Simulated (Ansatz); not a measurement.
**Relaxation of K3ScV2O8**

The start is K3ScV2O8, a database entry, slightly rescaled. Where does it settle when we relax the atoms in a fixed cell, and what is it like there?

All numbers below are computed with Ansatz 0.2.0 (DFT, r2SCAN, no spin polarisation, plane waves, PAW).

Symmetry: P-3m1, No. 164, trigonal system. The conventional cell has a = 5.830 Å, b = 5.830 Å, c = 7.561 Å, α = 90.00°, β = 90.00°, γ = 120.00°. Sc (site symmetry -3m) is surrounded by 6 O at 2.13 Å. V (site symmetry 3m) is surrounded by 4 O at 1.66 to 1.75 Å. O (site symmetry 3m) is surrounded by 1 V at 1.66 Å. O (site symmetry m) is surrounded by 1 V at 1.75 Å and 1 Sc at 2.13 Å. Around K (site symmetry 3m) lie 7 O at 2.61 to 2.92 Å. K (site symmetry -3m) has 12 O at 3.05 to 3.38 Å as nearest neighbours.

Structure file:

```
CELL_PARAMETERS angstrom
5.83017 0.00000 0.00000
-2.91508 5.04908 0.00000
0.00000 0.00000 7.56067
ATOMIC_POSITIONS crystal
Sc 0.00000 0.00000 0.50000
V 0.66670 0.33330 0.74601
V 0.33330 0.66670 0.25399
O 0.66670 0.33330 0.96500
O 0.33330 0.66670 0.03500
O 0.34020 0.17011 0.66650
O 0.82989 0.17009 0.66650
O 0.82991 0.65980 0.66650
O 0.17011 0.34020 0.33350
O 0.17009 0.82989 0.33350
O 0.65980 0.82991 0.33350
K 0.66670 0.33330 0.31028
K 0.33330 0.66670 0.68972
K 0.00000 0.00000 0.00000
```

The first density is read from a saved solution for the starting cell.

The structure above is the start of the run; the results belong to its end.

| quantity | value |
| --- | --- |
| moves | 3 |
| energy gained | 2.1 meV/atom |
| largest move | 0.04 Å (O) |
| space group (0.01 Å), before / after | P-3m1 / P-3m1 |
| pressure left in the fixed cell | -2.3 GPa |
| gap (mesh) | 3.52 eV, indirect |
| least direct gap | 3.62 eV |

In the fixed cell the largest move of an atom is 0.04 Å; the energy fell by 2.1 meV per atom. The fixed cell still holds a mean pressure of -2.3 GPa, so it would shrink if let free. The run held to 12 symmetry operations, so a lower structure without them is not ruled out. The levels show a gap of 3.52 eV, with the least direct gap at 3.62 eV; within 0.7 eV of the edges the states project mainly on O p (97 %) below and V d (63 %) and O p (22 %) above. At the density minimum between K and O (2.63 Å) the ELF is 0.04 and the density 0.14 e/Å³, a closed-shell (ionic or weak) contact.

Limits of this run: no spin polarisation, so a magnetic state may lie lower; the SCF threshold is loose for a stress.

These are semilocal Kohn-Sham gaps, which aren't the measured quantity. Such gaps usually fall short of the measured ones.

**Question.** Which input and command would start the first run of this session?

A: The one that was run. It is one of several that fit.

Input file input.yaml:

```yaml
crystal:
  lattice:
    - [5.83017, 0.0, 0.0]
    - [-2.915085, 5.049078, 0.0]
    - [0.0, 0.0, 7.56067]
  atoms:
    - { symbol: Sc, position: [0.0, 0.0, 0.5] }
    - { symbol: V, position: [0.6667, 0.3333, 0.74601] }
    - { symbol: V, position: [0.3333, 0.6667, 0.25399] }
    - { symbol: O, position: [0.6667, 0.3333, 0.965] }
    - { symbol: O, position: [0.3333, 0.6667, 0.035] }
    - { symbol: O, position: [0.3402, 0.17011, 0.6665] }
    - { symbol: O, position: [0.82989, 0.17009, 0.6665] }
    - { symbol: O, position: [0.82991, 0.6598, 0.6665] }
    - { symbol: O, position: [0.17011, 0.3402, 0.3335] }
    - { symbol: O, position: [0.17009, 0.82989, 0.3335] }
    - { symbol: O, position: [0.6598, 0.82991, 0.3335] }
    - { symbol: K, position: [0.6667, 0.3333, 0.31028] }
    - { symbol: K, position: [0.3333, 0.6667, 0.68972] }
    - { symbol: K, position: [0.0, 0.0, 0.0] }
  symmetry: { tolerance: 0.0003 }
kpoints:
  mp_grid: { grid: [5, 5, 4], shift: [0, 0, 0] }
magnetization:
  spin_polarized: false
scf:
  occupations: { method: cold, width: 0.0327 }
  lower_state_search: "off"
hamiltonian:
  pseudopotentials: { kind: paw }
  xc: r2scan
basis:
  ecutwfc: 500
  fft_grid_basis: typed
relax:
  max_steps: 60
output:
  forces: true
  stress: true
  eigenvalues: true
  populations: true
  elf: true
  write_potential: true
  volumetric_format: npy
  dos:
    e_range: [-12, 8]
    de: 0.05
    projected: { site_lists: { K: [K], O: [O], Sc: [Sc], V: [V] } }
  bader: false
checkpoint:
  read: saved_state
```

Command:

```console
$ ansatz run input.yaml --threads 2 --pin off --max-ram 3584MiB --backend cpu --events-out ev --progress --plain --runs-dir out
```
